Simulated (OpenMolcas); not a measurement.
**UPBE/ANO-R1 (sfX2C, RICD fitting, scramble 0.25) run of Si2NH6Cl (SMILES N[SiH]([SiH3])Cl)**

We compute an energy scan of Si2NH6Cl. 

Program for the calculation: OpenMolcas 26.06.

3 further runs of the same task are left out: 3 set aside as unsound or not needed.

## Step 1: The structure to begin with

Si2NH6Cl: 10 atoms, total charge 0, spin state singlet. As SMILES, `N[SiH]([SiH3])Cl`. The coordinates come from a PBE0-D4/def2-TZVP relaxation. This is one conformer, not always the lowest.

Bond lengths: N1–Si2 1.706 Å, Si2–Si3 2.336 Å, Si2–Cl4 2.083 Å, N1–H5 1.008 Å, N1–H6 1.008 Å, Si2–H7 1.482 Å, Si3–H8 1.486 Å, Si3–H9 1.489 Å, Si3–H10 1.488 Å. Some angles: N1–Si2–Si3 109.4°, N1–Si2–Cl4 114.5°, Si3–Si2–Cl4 106.1°, N1–Si2–H7 107.1°, Si3–Si2–H7 114.7°, Cl4–Si2–H7 105.1°, Si2–N1–H5 120.5°, Si2–N1–H6 120.3°, Si2–Si3–H8 110.2°, Si2–Si3–H9 108.8°.

## Step 2: The energy along one coordinate at UPBE/ANO-R1 (sfX2C, RICD fitting, scramble 0.25)

Contents of point1.xyz:

```xyz
10
R = 3.023
N      0.632666     1.206498    -2.085977
Si     1.044366    -0.409502    -2.444077
Si     1.811066    -1.464702    -0.505777
Cl    -0.536534    -1.569702    -3.147777
H     -1.066800     1.857300     0.327900
H      0.475466     1.868398    -2.829877
H      2.022166    -0.373902    -3.557577
H      2.005266    -2.916502    -0.754277
H      0.796966    -1.287702     0.570123
H      3.095966    -0.866502    -0.053977
```

Contents of run.inp:

```
* ClH6NSi2 Kohn-Sham DFT
>>> EXPORT MOLCAS_PRINT=2

&gateway
 coord
 point1.xyz
 basis
 ANO-R1
 group
 NoSym
 ricd

&seward

&scf
 uhf
 ksdft
 PBE
 scramble
 0.25
 prorbitals
 0
>>> ForEach K in (1, 2, 3, 4, 5, 6, 7, 8, 9)

&gateway
 coord
 $CurrDir/point$K.xyz
 basis
 ANO-R1
 group
 NoSym
 ricd

&seward

&scf
 uhf
 ksdft
 PBE
 prorbitals
 0
 fileorb
 $Project.UhfOrb
>>> EndDo
```

On the command line:

```sh
$ export MOLCAS_MEM=1860
$ pymolcas run.inp > run.log
```

The program printed:

```text
--- Start Module: gateway ---

                                              &GATEWAY

                       available to each process: 1.9 GB of memory, 1 thread

++    Symmetry information:
      ---------------------

                    Character Table for C1

                             E
                    a        1  x, y, xy, Rz, z, xz, Ry, yz, Rx, I
--

++    Basis set information:
      ----------------------

      Basis set label: N.ANO-R...3S2P1D.

      Electronic valence basis set:
      ------------------
      Associated Effective Charge   7.000000 au
      Associated Actual Charge      7.000000 au
      Nuclear Model: Finite nucleus - Gaussian distribution
        Gaussian exponent, Xi/bohr**(-2):  6.28656E+08

      Shell  nPrim  nBasis  Cartesian Spherical Contaminant
         s      13       3        X
         p       8       2        X
         d       4       1                 X

      Basis set label: SI.ANO-R...4S3P1D.

      Electronic valence basis set:
      ------------------
      Associated Effective Charge  14.000000 au
      Associated Actual Charge     14.000000 au
      Nuclear Model: Finite nucleus - Gaussian distribution
        Gaussian exponent, Xi/bohr**(-2):  4.34677E+08

      Shell  nPrim  nBasis  Cartesian Spherical Contaminant
         s      16       4        X
         p      11       3        X
         d       7       1                 X

      Basis set label: CL.ANO-R...4S3P1D.

      Electronic valence basis set:
      ------------------
      Associated Effective Charge  17.000000 au
      Associated Actual Charge     17.000000 au
      Nuclear Model: Finite nucleus - Gaussian distribution
        Gaussian exponent, Xi/bohr**(-2):  3.84638E+08

      Shell  nPrim  nBasis  Cartesian Spherical Contaminant
         s      17       4        X
         p      11       3        X
         d       7       1                 X

      Basis set label: H.ANO-R...2S1P.

      Electronic valence basis set:
      ------------------
      Associated Effective Charge   1.000000 au
      Associated Actual Charge      1.000000 au
      Nuclear Model: Finite nucleus - Gaussian distribution
        Gaussian exponent, Xi/bohr**(-2):  2.12482E+09

      Shell  nPrim  nBasis  Cartesian Spherical Contaminant
         s       7       2        X
         p       4       1        X
--

++    Molecular structure info:
      -------------------------

                    ************************************************
                    **** Cartesian Coordinates / bohr, angstrom ****
                    ************************************************

     Center  Label                x              y              z                     x              y              z
        1      N1               1.195565       2.279951      -3.941925              0.632666       1.206498      -2.085977
        2      SI2              1.973566      -0.773847      -4.618636              1.044366      -0.409502      -2.444077
        3      SI3              3.422419      -2.767886      -0.955780              1.811066      -1.464702      -0.505777
[... 6 lines of this table left out ...]
       10      H10              5.850528      -1.637451      -0.102002              3.095966      -0.866502      -0.053977

                    ***************************************
                    *    InterNuclear Distances / bohr    *
                    ***************************************

               1 N1            2 SI2           3 SI3           4 CL4           5 H5            6 H6
    1 N1       0.000000
    2 SI2      3.223182        0.000000
    3 SI3      6.273483        4.414961        0.000000
    4 CL4      6.035814        3.937031        6.681836        0.000000
[... 5 lines of this table left out ...]
   10 H10      7.194423        6.014702        2.811144        9.114113        9.428493        8.874134

               7 H7            8 H8            9 H9           10 H10
    7 H7       0.000000
    8 H8       7.151956        0.000000
    9 H9       8.317812        4.577279        0.000000
   10 H10      6.987111        4.583335        4.571541        0.000000

                    *******************************************
                    *    InterNuclear Distances / angstrom    *
                    *******************************************

               1 N1            2 SI2           3 SI3           4 CL4           5 H5            6 H6
    1 N1       0.000000
    2 SI2      1.705634        0.000000
    3 SI3      3.319784        2.336297        0.000000
    4 CL4      3.194015        2.083387        3.535875        0.000000
[... 5 lines of this table left out ...]
   10 H10      3.807125        3.182843        1.487594        4.822981        4.989343        4.695990

               7 H7            8 H8            9 H9           10 H10
    7 H7       0.000000
    8 H8       3.784652        0.000000
    9 H9       4.401597        2.422192        0.000000
   10 H10      3.697420        2.425396        2.419155        0.000000

                    **************************************
                    *    Valence Bond Angles / degree    *
                    **************************************
                          Atom centers                 Phi
                      8 H8       3 SI3      9 H9       109.03
                      8 H8       3 SI3     10 H10      109.32
                      9 H9       3 SI3     10 H10      108.72
--

            Nuclear Potential Energy            269.05914126 au

--- Stop Module: gateway /rc=_RC_ALL_IS_WELL_ ---
--- Module gateway spent 1 second ---

--- Start Module: seward ---

[... 51 lines left out ...]
      Nuclear repulsion energy =  269.05914126
[... 72 lines left out ...]
++ Convergence information
                               UHF PBE        iterations: Energy and convergence statistics
[... 35 lines left out ...]
       Convergence after  47 Iterations
[... 3 lines left out ...]
 *                                             SCF/KS-DFT Program, Final results                                             *
 *                                                       Final Results                                                       *
[... 98 lines left out ...]
      Title: Natural orbitals
[... 182 lines left out ...]
      Dipole Moment (debye):
[... 212 lines left out ...]
      Nuclear repulsion energy =  274.87276035
[... 71 lines left out ...]
++ Convergence information
                               UHF PBE        iterations: Energy and convergence statistics
[... 16 lines left out ...]
       Convergence after   9 Iterations
[... 3 lines left out ...]
 *                                             SCF/KS-DFT Program, Final results                                             *
 *                                                       Final Results                                                       *
[... 57 lines left out ...]
      LoProp Charges per center

                   N1       SI2      SI3      CL4      H5       H6       H7       H8       H9       H10
      Nuclear      7.0000  14.0000  14.0000  17.0000   1.0000   1.0000   1.0000   1.0000   1.0000   1.0000
      Electronic  -7.9227 -13.5085 -13.9742 -17.2702  -0.5957  -0.6520  -1.0293  -1.0106  -1.0176  -1.0192

      Total       -0.9227   0.4915   0.0258  -0.2702   0.4043   0.3480  -0.0293  -0.0106  -0.0176  -0.0192
--

++    Natural Bond Order analysis
      ---------------------------
      Based on LoProp computed density
      -------------------------------------------------------------------------------------
      Atom A       Atom B       Bond Order | Atom A       Atom B       Bond Order
        SI2          H7             0.787  |   SI3          H9             0.778
        SI3          H8             0.781  |   SI3          H10            0.780
      -------------------------------------------------------------------------------------
      NBO located      6.252 electrons involved in    4 bonds.
      NBO located      0.979 non-bonded electrons on atom N1
      NBO located      1.000 non-bonded electrons on atom SI2
      NBO located      0.990 non-bonded electrons on atom SI2
      NBO located      0.991 non-bonded electrons on atom SI2
      NBO located      0.995 non-bonded electrons on atom SI2
      NBO located      0.997 non-bonded electrons on atom SI2
      NBO located      0.979 non-bonded electrons on atom SI3
      NBO located      1.000 non-bonded electrons on atom SI3
      NBO located      0.994 non-bonded electrons on atom SI3
      NBO located      0.992 non-bonded electrons on atom SI3
      NBO located      0.992 non-bonded electrons on atom SI3
      NBO located      1.018 non-bonded electrons on atom CL4
      NBO located      0.996 non-bonded electrons on atom CL4
      NBO located      1.000 non-bonded electrons on atom CL4
      NBO located      1.000 non-bonded electrons on atom CL4
      NBO located      1.000 non-bonded electrons on atom CL4
      NBO located      1.000 non-bonded electrons on atom CL4
      The remaining    9.172 electrons are to be considered as diffuse
--

++    Molecular orbitals:
      -------------------

      Title: Natural orbitals

      Molecular orbitals for symmetry species 1: a

          Orbital            1         2         3         4         5         6         7         8         9        10
          Energy         -100.9957  -65.5893  -65.5526  -13.9851   -9.2097   -6.9712   -6.9650   -6.9647   -5.1035   -5.0721
          Occ. No.          2.0000    2.0000    2.0000    2.0000    2.0000    2.0000    2.0000    2.0000    2.0000    2.0000

[... 97 lines of this table left out ...]
       98 H10    2pz       -0.0000   -0.0000    0.0000   -0.0000    0.0000   -0.0000    0.0000   -0.0000   -0.0001   -0.0001

          Orbital           11        12        13        14        15        16        17        18        19        20
          Energy           -3.4905   -3.4880   -3.4873   -3.4570   -3.4567   -3.4566   -0.8051   -0.7390   -0.5159   -0.4793
          Occ. No.          2.0000    2.0000    2.0000    2.0000    2.0000    2.0000    2.0000    2.0000    2.0000    2.0000

[... 97 lines of this table left out ...]
       98 H10    2pz        0.0002   -0.0002   -0.0001    0.0008    0.0007    0.0000    0.0002   -0.0001    0.0040   -0.0024

          Orbital           21        22        23        24        25        26        27        28        29        30
          Energy           -0.4583   -0.3770   -0.3401   -0.3158   -0.3130   -0.2392   -0.2601   -0.2866   -0.2742   -0.0282
          Occ. No.          2.0000    2.0000    2.0000    2.0000    2.0000    2.0000    2.0000    2.0000    2.0000    0.0000

[... 97 lines of this table left out ...]
       98 H10    2pz       -0.0026    0.0002    0.0031   -0.0007    0.0052    0.0033    0.0007   -0.0036    0.0060    0.0095

          Orbital           31        32        33        34        35        36        37        38        39        40
          Energy            0.0371    0.0438    0.2291    0.3198    0.4104    0.3986    0.2529    0.5347    0.2312    0.4140
          Occ. No.          0.0000    0.0000    0.0000    0.0000    0.0000    0.0000    0.0000    0.0000    0.0000    0.0000

[... 97 lines of this table left out ...]
       98 H10    2pz        0.0119    0.0179   -0.0505   -0.0696   -0.0771    0.0106    0.0037    0.0668   -0.0251   -0.0074

          Orbital           41        42        43        44        45        46        47        48        49        50
          Energy            0.5440    0.3605    0.3313    0.5358    0.4064    0.6544    0.8304    0.4020    2.2514    0.6229
          Occ. No.          0.0000    0.0000    0.0000    0.0000    0.0000    0.0000    0.0000    0.0000    0.0000    0.0000

[... 97 lines of this table left out ...]
       98 H10    2pz       -0.0059    0.0483    0.0265   -0.0672   -0.0167   -0.0303    0.1642   -0.1234    0.1199   -0.0032

          Orbital           51        52        53        54        55        56        57        58        59        60
          Energy            0.7934    0.6967    0.4004    1.8461    0.8859    1.3069    0.4141    0.7890    1.5153    0.4593
          Occ. No.          0.0000    0.0000    0.0000    0.0000    0.0000    0.0000    0.0000    0.0000    0.0000    0.0000

[... 97 lines of this table left out ...]
       98 H10    2pz        0.0100    0.0309    0.0236   -0.0579    0.4131   -0.2289   -0.0510    0.0037    0.1525   -0.0665

          Orbital           61        62        63        64        65        66        67        68        69        70
          Energy            1.7259    1.0605    0.9152    1.6041    1.7016    0.5139    0.5138    1.6852    1.7829    0.9398
          Occ. No.          0.0000    0.0000    0.0000    0.0000    0.0000    0.0000    0.0000    0.0000    0.0000    0.0000

[... 97 lines of this table left out ...]
       98 H10    2pz       -0.0170    0.0776    0.2465   -0.0624   -0.1395   -0.0501   -0.0366    0.3757    0.1901   -0.0057

          Orbital           71        72        73        74        75        76        77
          Energy            1.3238    1.1232    2.2169    3.0248    2.4614    2.2752    1.5862
          Occ. No.          0.0000    0.0000    0.0000    0.0000    0.0000    0.0000    0.0000

[... 97 lines of this table left out ...]
       98 H10    2pz        0.2519    0.3072   -0.0005   -0.0443   -0.1470    0.1020   -0.0237
--

++    Molecular properties:
      ---------------------

      Charge (e):
                      =   -0.0000
      Dipole Moment (debye):
      Origin of the operator (angstrom)=   -0.4816   -0.3791   -0.3817
                   X=  6.3224E-02               Y=  1.8905E+00               Z=  3.9650E-01           Total=  1.9326E+00
      Quadrupole Moment (debye*angstrom):
      Origin of the operator (angstrom)=   -0.4816   -0.3791   -0.3817
                  XX= -4.9178E+01              XY= -2.8801E+00              XZ= -1.6791E+00              YY= -4.3980E+01
                  YZ= -1.2202E+00              ZZ= -4.8069E+01
      In traceless form (debye*angstrom)
                  XX= -3.1533E+00              XY= -4.3201E+00              XZ= -2.5186E+00              YY=  4.6438E+00
                  YZ= -1.8303E+00              ZZ= -1.4905E+00
--

--- Stop Module: scf /rc=_RC_ALL_IS_WELL_ ---
--- Module scf spent 13 seconds ---

>>> END FOREACH

.##################.
.# Happy landing! #.
.##################.

    Timing: Wall=275.02 User=252.11 System=21.08
```

It took 4.6 min on 1 thread of AMD EPYC 7R43 (Zen 3), shared host; peak memory 0.091 GiB.

The scan, from its lowest point:

```tsv
H5–N1 (Å)	energy (kJ/mol)
3.023	501.3
2.418	486.4
2.015	427.6
1.713	310.9
1.461	183.9
1.259	76.1
1.108	13.6
1.008	0.0
0.907	34.3
```

## Step 3: What came out

At UPBE/ANO-R1 (sfX2C, RICD fitting, scramble 0.25):

| quantity | value |
| --- | --- |
| lowest energy of the scan | -1099.78488 Eh |
